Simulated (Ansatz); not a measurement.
# Osmium, fcc: r²SCAN0 after r²SCAN

How do the levels change when part of the exchange is made exact, and what does it cost? Spin polarisation is left out. The geometry was relaxed under r²SCAN beforehand and is kept. Exact exchange is dear, so the k-mesh is coarse, and r²SCAN is run on the same mesh for comparison.

Program: Ansatz 0.2.0. Level of theory: DFT, plane waves (500 eV) with PBE-made PAW files, scalar-relativistic; functionals as named at each step. These are calculated values, not measurements.

### Step 1. The structure to begin with

It takes space group Fm-3m (No. 225, cubic). The conventional cell has a = 3.833 Å, b = 3.833 Å, c = 3.833 Å, α = 90.00°, β = 90.00°, γ = 90.00°. Around Os (site symmetry m-3m) lie 12 Os at 2.71 Å.

As a file:

```
CELL_PARAMETERS angstrom
0.00000 1.91669 1.91669
1.91669 0.00000 1.91669
1.91669 1.91669 0.00000
ATOMIC_POSITIONS crystal
Os 0.00000 0.00000 0.00000
```

### Step 2. r²SCAN, coarse mesh

The run with r²SCAN.

Input file input.yaml:

```yaml
crystal:
  lattice:
    - [0.0, 1.9166940995, 1.9166940995]
    - [1.9166940995, 0.0, 1.9166940995]
    - [1.9166940995, 1.9166940995, 0.0]
  atoms:
    - { symbol: Os, position: [0.0, 0.0, 0.0] }
hamiltonian:
  xc: r2scan
  pseudopotentials:
    kind: paw
    azcp:
      Os: "pseudopotentials/Os.paw.azcp"
basis:
  ecutwfc: 500
  fft_grid_basis: typed
kpoints:
  mp_grid: { grid: [7, 7, 7], shift: [0, 0, 0] }
magnetization:
  spin_polarized: false
scf:
  occupations: { method: fermi_dirac, width: 0.1 }
```

On the command line:

```
> ansatz run input.yaml --threads 4 --pin off --max-ram 8192MiB --backend cpu --events-out ev --progress --plain --runs-dir out
```

### Step 3. r²SCAN0, coarse mesh

The run with r²SCAN0.

input.yaml, as its differences from that of step 2:

```diff
@@ -8,3 +8,3 @@
 hamiltonian:
-  xc: r2scan
+  xc: r2scan0
   pseudopotentials:
@@ -22 +22,6 @@
   occupations: { method: fermi_dirac, width: 0.1 }
+output:
+  write_density: true
+  write_potential: true
+  elf: true
+  volumetric_format: npy
```

(Steps that only read results are left out.)

Before running it: what results should come out? Wanted: r²SCAN: gap; r²SCAN0: gap; r²SCAN0: relative to hcp.

**Answer**, as computed:

```
                             quantity                         value
                          r²SCAN: gap  none (levels filled in part)
                         r²SCAN0: gap  none (levels filled in part)
  r²SCAN0: SCF cycles, exchange loops                         27, 4
r²SCAN0: CPU time over that of r²SCAN                            16
             r²SCAN0: relative to hcp                 +216 meV/atom
```

Both r²SCAN and r²SCAN0 leave levels filled in part. The hybrid took 16 times as much CPU time as r²SCAN on the same settings. The exchange operator of r²SCAN0 was renewed in 4 outer loops. To compare with dense-mesh energies, the change of r²SCAN from this mesh and smearing to its dense run (-61.5 meV/atom, from a run not shown) is added. Under r²SCAN0 it lies 216 meV/atom above hcp (computed apart in the same way); on such meshes a few tens of meV are uncertain for metals. Absolute energies differ from functional to functional, by eV per atom at times, and say nothing by themselves.
